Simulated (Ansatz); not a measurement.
# C₂H₆Ge: vertical ionisation energy

How much energy removes an electron from C₂H₆Ge at fixed geometry? The cation is run at each level and the neutral's energy taken from earlier runs.

Computed with Ansatz 0.2.0, Gaussian basis. Level: unrestricted cation, the program's frozen cores in correlated methods.

The runs, in order: UKS PBE-D4/def2-TZVPP; UKS r2SCAN-D4/def2-TZVPP; UKS PBE0-D4/def2-TZVPP; UKS B3LYP-D4/def2-TZVPP; UKS wB97X-V/def2-TZVPP; UKS wB97M-V/def2-TZVPP; UKS B2PLYP/def2-TZVPP; UHF-CCSD(T)/def2-TZVPP; UHF-MP2/def2-QZVPP; extrapolation to the limit; then −ε(HOMO) from the neutral's earlier runs with LDA (SPW92), PBE-D4, revPBE-D4, BLYP-D4, r2SCAN-D4, B97M-V, PBE0-D4, B3LYP-D4, r2SCANh-D4, r2SCAN0-D4, HSE06-D4, BHLYP-D4, CAM-B3LYP-D4, LC-ωPBE, ωB97X-V, ωB97M-V.

### Step 1. Structure used throughout

All runs share one geometry, relaxed beforehand with PBE0-D4 in a triple-zeta def2 set.

SMILES `C[CH2][GeH]`, 9 atoms, charge 0, spin multiplicity 1.

Atoms are counted from 1 here; the program's logs count them from 0.

Bond lengths: C1–C2 1.522 Å, C1–H4 1.095 Å, C1–H5 1.093 Å, C1–H6 1.092 Å, C2–Ge3 1.993 Å, C2–H7 1.094 Å, C2–H8 1.104 Å, Ge3–H9 1.602 Å. Angles: C2–C1–H4 111.9°, C2–C1–H5 111.5°, C2–C1–H6 111.1°, H4–C1–H5 107.0°, H4–C1–H6 108.0°, H5–C1–H6 107.2°, C1–C2–Ge3 118.6°, C1–C2–H7 111.7°, C1–C2–H8 110.1°, Ge3–C2–H7 109.0°, Ge3–C2–H8 101.1°, H7–C2–H8 105.1°, C2–Ge3–H9 93.5°.

Geometry (Å):

```
C    -0.57559    0.53730   -0.53679
C     0.35654   -0.61866   -0.20511
Ge    1.55287   -0.45646    1.38059
H    -1.22655    0.30686   -1.38627
H    -0.01674    1.43988   -0.79841
H    -1.21018    0.78682    0.31634
H     0.95395   -0.91731   -1.07195
H    -0.23069   -1.51513    0.06194
H     0.48488    0.39040    2.22256
```

### Step 2. Cation, UKS PBE-D4/def2-TZVPP

Contents of in.yaml:

```yaml
crystal:
  periodic: [false, false, false]
  atoms:
    - {symbol: C, position_ang: [-0.575593, 0.537299, -0.536793]}
    - {symbol: C, position_ang: [0.356541, -0.618659, -0.205112]}
    - {symbol: Ge, position_ang: [1.552870, -0.456457, 1.380592]}
    - {symbol: H, position_ang: [-1.226547, 0.306864, -1.386269]}
    - {symbol: H, position_ang: [-0.016741, 1.439879, -0.798408]}
    - {symbol: H, position_ang: [-1.210177, 0.786818, 0.316344]}
    - {symbol: H, position_ang: [0.953955, -0.917314, -1.071947]}
    - {symbol: H, position_ang: [-0.230692, -1.515131, 0.061936]}
    - {symbol: H, position_ang: [0.484884, 0.390399, 2.222557]}
basis:
  gaussian: {orbitals: def2-TZVPP}
total_charge: 1
magnetization: {spin_polarized: true, initial_magnetization: 1}
hamiltonian: {xc: pbe, dispersion: d4}
```

The run is started by

```console
> ansatz run in.yaml --threads 4 --pin off --events-out ev --progress --plain --max-ram 10444MiB
```

After this run come: Cation, UKS r2SCAN-D4/def2-TZVPP; Cation, UKS PBE0-D4/def2-TZVPP; Cation, UKS B3LYP-D4/def2-TZVPP; Cation, UKS wB97X-V/def2-TZVPP; Cation, UKS wB97M-V/def2-TZVPP; Cation, UKS B2PLYP (frozen core)/def2-TZVPP; Cation, UHF-CCSD(T)/def2-TZVPP; Cation, UHF-MP2/def2-QZVPP.

Before running them: what should the planned runs give, taken together? Wanted: ionisation energy, CCSD(T)/CBS; nearest functional by difference; nearest −ε(HOMO); −ε(HOMO) of PBE; T1 of the cation.

As calculated:

| quantity | value |
| --- | --- |
| ionisation energy, CCSD(T)/CBS | 8.78 eV |
| nearest functional by difference | B3LYP-D4 (-0.23 eV) |
| nearest −ε(HOMO) | LC-ωPBE (+0.02 eV) |
| −ε(HOMO) of PBE | 5.24 eV |
| T1 of the cation | 0.015 |

What this shows: Energy differences with functionals land within 0.42 eV of the reference. −ε(HOMO) of PBE misses by 3.5 eV, since self-interaction lifts the level. Among orbital estimates LC-ωPBE comes nearest. Hartree-Fock falls 1.19 eV short, as the neutral has more correlation energy than the cation. Correlated methods include outer-core shells of Ge, which these sets cover unevenly. With outer-core shells in play the reference is unsure by up to some tenths of an eV, so close misses can't be ranked.
